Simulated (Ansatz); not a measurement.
# CH₅NOSi: a ladder of functionals and wavefunction methods

Aim: compute CH₅NOSi with functionals from several rungs and with coupled cluster. The yardstick is the atomisation energy at the CCSD(T) limit.

Program: Ansatz 0.2.0, Gaussian basis. Level of theory: functionals in def2-TZVPP, the program's frozen cores in correlated methods. These are calculated values, not measurements.

Plan: LDA (SPW92), PBE-D4, revPBE-D4, BLYP-D4, r2SCAN-D4, B97M-V, PBE0-D4, B3LYP-D4, r2SCANh-D4, r2SCAN0-D4, HSE06-D4, BHLYP-D4, CAM-B3LYP-D4, LC-ωPBE, ωB97X-V, ωB97M-V, B2PLYP, PBE-QIDH; CCSD(T)/def2-SVP; CCSD(T)/def2-TZVPP; MP2/def2-QZVPP; extrapolation to the limit; RPA on PBE.

**1. The relaxed structure**

The geometry comes from an earlier relaxation with PBE0-D4 in a triple-zeta def2 set; it is a stationary point, not always the lowest conformer.

SMILES `C1N[SiH2]O1`, 9 atoms, charge 0, spin multiplicity 1.

Atoms are counted from 1 here; the program's logs count them from 0.

Bond lengths: C1–N2 1.468 Å, C1–O4 1.436 Å, C1–H5 1.095 Å, C1–H6 1.097 Å, N2–Si3 1.726 Å, N2–H7 1.006 Å, Si3–O4 1.668 Å, Si3–H8 1.491 Å, Si3–H9 1.484 Å. Angles: N2–C1–O4 99.7°, N2–C1–H5 113.1°, N2–C1–H6 113.7°, O4–C1–H5 109.5°, O4–C1–H6 110.7°, H5–C1–H6 109.7°, C1–N2–Si3 87.4°, C1–N2–H7 118.3°, Si3–N2–H7 129.6°, N2–Si3–O4 81.7°, N2–Si3–H8 118.1°, N2–Si3–H9 117.7°, O4–Si3–H8 115.5°, O4–Si3–H9 114.4°, H8–Si3–H9 107.9°, C1–O4–Si3 90.7°.

Coordinates:

```xyz
9
CH5NOSi
C    -0.80082    0.72962    0.12172
N    -0.09076    0.03896   -0.96118
Si    0.72721   -0.86705    0.25950
O    -0.32079   -0.02369    1.24606
H    -1.88966    0.63065    0.05392
H    -0.53163    1.78852    0.22059
H     0.28735    0.59176   -1.71130
H     2.17621   -0.59661    0.48084
H     0.53149   -2.33847    0.27285
```

**2. LDA**

This LDA is Slater exchange with PW92 correlation.

File in.yaml:

```yaml
crystal:
  periodic: [false, false, false]
  atoms:
    - {symbol: C, position_ang: [-0.800821, 0.729622, 0.121725]}
    - {symbol: N, position_ang: [-0.090764, 0.038960, -0.961183]}
    - {symbol: Si, position_ang: [0.727212, -0.867051, 0.259505]}
    - {symbol: O, position_ang: [-0.320789, -0.023690, 1.246060]}
    - {symbol: H, position_ang: [-1.889661, 0.630652, 0.053917]}
    - {symbol: H, position_ang: [-0.531625, 1.788521, 0.220586]}
    - {symbol: H, position_ang: [0.287348, 0.591764, -1.711296]}
    - {symbol: H, position_ang: [2.176211, -0.596611, 0.480837]}
    - {symbol: H, position_ang: [0.531488, -2.338466, 0.272851]}
basis:
  gaussian: {orbitals: def2-TZVPP}
hamiltonian: {xc: lda}
output: {orbitals: {seedname: orbitals}}
```

Command:

```console
> ansatz run in.yaml --threads 2 --pin off --events-out ev --progress --plain --max-ram 4352MiB
```

After this run come: PBE-D4 (GGA); revPBE-D4 (GGA); BLYP-D4 (GGA); r2SCAN-D4 (meta-GGA); B97M-V (meta-GGA); B3LYP-D4 (hybrid); r2SCANh-D4 (hybrid); r2SCAN0-D4 (hybrid); HSE06-D4 (hybrid); BHLYP-D4 (hybrid); CAM-B3LYP-D4 (range-separated); LC-ωPBE (range-separated); ωB97X-V (range-separated); ωB97M-V (range-separated); B2PLYP (double hybrid); PBE-QIDH (double hybrid); CCSD(T) in def2-SVP; CCSD(T) in def2-TZVPP; MP2 in def2-QZVPP; RPA on PBE orbitals.

**Question.** What will the summary of the whole plan be? Wanted: atomisation energy, CCSD(T)/CBS; farthest beyond LDA; mean size of error, GGA; mean size of error, meta-GGA; mean size of error, hybrid; mean size of error, range-separated; mean size of error, double hybrid; gap, smallest and largest; T1 diagnostic.

The runs gave:

| quantity | value |
| --- | --- |
| atomisation energy, CCSD(T)/CBS | 3301.5 kJ/mol |
| functionals within 16.5 kJ/mol (0.5 %) | BLYP-D4, r2SCAN-D4, B97M-V, PBE0-D4, B3LYP-D4, HSE06-D4, CAM-B3LYP-D4, LC-ωPBE, ωB97M-V |
| farthest beyond LDA | BHLYP-D4 (-115.5 kJ/mol) |
| mean size of error, GGA | 31.3 kJ/mol |
| mean size of error, meta-GGA | 8.5 kJ/mol |
| mean size of error, hybrid | 42.5 kJ/mol |
| mean size of error, range-separated | 14.1 kJ/mol |
| mean size of error, double hybrid | 40.0 kJ/mol |
| gap, smallest and largest | 4.37 eV (LDA (SPW92)), 11.82 eV (LC-ωPBE) |
| T1 diagnostic | 0.0111 |
| triples share of the correlation energy | 3.8 % |

In words: LDA overbinds by 499.0 kJ/mol (15 %). PBE-D4 is off by +55.0 kJ/mol. Double hybrids carry the basis error of their MP2 part in triple zeta, and no dispersion term here, so their miss is partly the set-up's. The rungs meta-GGA, range-separated miss on average by less than the doubt on the reference (16.5 kJ/mol), so they tie. The reference freezes the cores and leaves out relativity and excitations past (T), so misses under about 16.5 kJ/mol can't be ranked. Hartree-Fock recovers 69 % of the binding; the rest is correlation. CCSD(T) in def2-SVP is off by -253.7 kJ/mol, so the small basis spoils what the method gains. Orbital gaps span 4.4 to 11.8 eV; exact exchange widens them.
